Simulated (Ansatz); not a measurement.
# K: the cost of one run

Program: Ansatz 0.2.0. Level of theory: DFT r2SCAN, scalar-relativistic, plane waves, PAW. These are calculated values, not measurements.

## (1) The structure to begin with

Symmetry: Cmcm, No. 63, orthorhombic system. Conventional cell: a = 4.876 Å, b = 8.095 Å, c = 7.812 Å, α = 90.00°, β = 90.00°, γ = 90.00°.

As a file:

```xyz
2
Lattice="2.4380 -4.0476 0.0000 2.4380 4.0476 0.0000 0.0000 0.0000 7.8118" Properties=species:S:1:pos:R:3 pbc="T T T"
K     2.4380   -2.5954    1.9529
K     2.4380    2.5954    5.8588
```

Source of the structure: the Materials Project (structure only).

## (2) Probe: one point at the start

File input.yaml:

```yaml
crystal:
  lattice:
    - [2.43796235, -4.04761045, 0.0]
    - [2.43796235, 4.04761045, 0.0]
    - [0.0, 0.0, 7.81179801]
  atoms:
    - { symbol: K, position: [0.82061302, 0.17938698, 0.25] }
    - { symbol: K, position: [0.17938698, 0.82061302, 0.75] }
basis:
  ecutwfc: 500
kpoints:
  mp_grid: { grid: [4, 4, 4] }
hamiltonian:
  xc: r2scan
scf:
  occupations: { method: gaussian, width: 0.1 }
output:
  forces: true
  stress: true
  eigenvalues: true
```

Q: Estimate wall time and peak memory on 1 thread of an x86-64 CPU, shared host.

About 5.3 s, with a peak of 0.73 GiB.
